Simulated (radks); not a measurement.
# P⁷⁺ in [He] 2s2 2p4: an all-electron calculation

The task here is to estimate one member of a computed series from the others.

Method: scalar-relativistic Kohn-Sham, MS2 meta-GGA, spin-polarised, spherical densities, finite nucleus; open shells are filled with parallel spins first. Code: radks (a radial shooting solver on a logarithmic mesh, Libxc functionals) version 1.

### Starting point

| Item | Value |
| --- | --- |
| element | phosphorus (Z = 15) |
| charge | +7 |
| electrons | 8 |
| configuration | [He] 2s2 2p4 |
| nuclear rms radius | 3.1889 fm |

Outer shells as boxes (Hund's rule):

P⁷⁺
```
[He] core
2s [↑↓]
2p [↑↓][↑ ][↑ ]
```

Set-up of the first run:

Input:

```text
Z 15
configuration [He] 2s2 2p4
relativity scalar-relativistic
functional ms2,regtpss
spin polarised
nucleus finite rms 3.1889 fm
c 137.035999084
```

Command:

```sh
$ python run_ks.py task.json out
```

This one command runs every case of the session in turn.

One of the session's tables, all rows but one given; the rest of the session is left out.

It belongs to the step «Shells». From the orbitals of this run (lengths in bohr):

```
  level     <r>  outermost maximum (interpolated)  90 % within
  1s up  0.1033                            0.0676        0.185
1s down  0.1032                            0.0676        0.184
  2s up       ?                                 ?            ?
2s down  0.4903                             0.406        0.760
  2p up  0.4393                             0.336        0.720
2p down  0.4460                             0.339        0.733
```

Q: Estimate the row for 2s up from the others.

The run gave: <r>: 0.4846; outermost maximum (interpolated): 0.403; 90 % within: 0.750. In the column «<r>» it lies between 2p down (0.4460) and 2s down (0.4903).

Limits of these values: Open shells are spherical and high-spin; term and fine-structure splittings are not resolved.
